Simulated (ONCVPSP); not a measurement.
# Lead: generating and testing an ONCV potential

Do these settings give a usable potential? It is generated, then checked for transferability, scattering, ghosts and hardness.

Program: ONCVPSP 4.0.1. Reference atom: LDA (Perdew-Wang 92), scalar-relativistic, spherical and spin-unpolarised. All values are calculated.

### Step 1. The design

Typed settings, in words:

* element: lead (Pb, Z = 82)
* type: optimised norm-conserving Vanderbilt (ONCV)
* frozen core: [Xe] 4f14 5d10
* valence charge: 4
* reference configuration: 6s2 6p2
* partial waves: 6s: rc 2.00 bohr, ncon 4, nbas 9, qcut 3.3 1/bohr, 2 projectors, debl 0.7 Ha; 6p: rc 2.75 bohr, ncon 5, nbas 9, qcut 2.6 1/bohr, 2 projectors, debl 3 Ha
* local potential: polynomial inside 1.70 bohr (lpopt 5, dvloc0 0 Ha)
* core correction: Teter function, fcfact 2.25, rcfact 1.75

The outer shells as boxes (Hund's rule for the drawing; the calculation is spin-unpolarised):

```
[Xe] core
4f [↑↓][↑↓][↑↓][↑↓][↑↓][↑↓][↑↓]
5d [↑↓][↑↓][↑↓][↑↓][↑↓]
6s [↑↓]
6p [↑ ][↑ ][  ]
```

The nodes and maxima of the atom's own shells, from an earlier all-electron run, set the scale for the radii.

All-electron outer shells of the reference configuration (LDA (PZ), scalar-relativistic, ld1.x):

```tsv
shell	level (eV)	outermost node (bohr)	outermost maximum (bohr)
5p	-85.96	0.49	0.88
5d	-21.29	0.52	1.07
6s	-12.32	1.01	1.95
6p	-3.71	1.18	2.63
```

### Step 2. The generation run

File Pb.dat:

```
# ATOM AND REFERENCE CONFIGURATION
# atsym  z   nc   nv     iexc    psfile
  Pb 82.00   13    2  -001012      upf
#
#   n    l    f
    1    0    2.00
    2    0    2.00
    2    1    6.00
    3    0    2.00
    3    1    6.00
    3    2   10.00
    4    0    2.00
    4    1    6.00
    4    2   10.00
    4    3   14.00
    5    0    2.00
    5    1    6.00
    5    2   10.00
    6    0    2.00
    6    1    2.00
#
# PSEUDOPOTENTIAL AND OPTIMIZATION
# lmax
    1
#
#   l,   rc,      ep,       ncon, nbas, qcut
    0    2.00    0.00    4    9    3.30
    1    2.75    0.00    5    9    2.60
#
# LOCAL POTENTIAL
# lloc, lpopt,  rc(5),   dvloc0
    4    5    1.70    0.00
#
# VANDERBILT-KLEINMAN-BYLANDER PROJECTORs
# l, nproj, debl
    0    2    0.70
    1    2    3.00
#
# MODEL CORE CHARGE
# icmod, fcfact, rcfact
    3    2.25    1.75
#
# LOG DERIVATIVE ANALYSIS
# epsh1, epsh2, depsh
   -2.00    5.00    0.02
#
# OUTPUT GRID
# rlmax, drl
    6.00    0.01
#
# TEST CONFIGURATIONS
# ncnf
    4
# nvcnf
#   n    l    f
    2
    6    0    2.00
    6    1    1.00
#
    2
    6    0    2.00
    6    1    0.00
#
    2
    6    0    1.00
    6    1    0.00
#
    2
    6    0    0.00
    6    1    4.00
#
```

Command:

```sh
$ oncvpsp.x < Pb.dat > Pb.out
```

Before running it: what results should come out? Wanted: cutoffs for 1 and 0.1 mHa per electron, occupied waves; bound ghosts; GHOST(+) flags; configuration tests; largest phase difference near zero energy, channels read; rms error of d²Exc/dn², without and with the model core.

The runs gave:

| quantity | value |
| --- | --- |
| cutoffs for 1 and 0.1 mHa per electron, occupied waves | 9.6 Ha and 49 Ha |
| bound ghosts | none found |
| GHOST(+) flags | p at 88 eV |
| configuration tests | no usable energy difference |
| largest phase difference near zero energy, channels read | 0.002 rad |
| rms error of d²Exc/dn², without and with the model core | 11.95 and 3.02 mHa |

**Reading.** Of the tests 4 gave no usable energy difference, which is a warning in itself. The potential is soft on the atom at that tolerance: the looser tolerance needs 9.6 Ha. The tighter tolerance needs 49 Ha, and converged work needs a cutoff nearer that. At the looser tolerance the 6s wave is the slowest; 6p needs 6 Ha. No bound ghost shows below the valence levels. Near zero energy the phases of the channels with partial waves agree within 0.002 rad. The program also flags highly localised states, GHOST(+) (p). These are tests on the free atom; a crystal test is still owed.
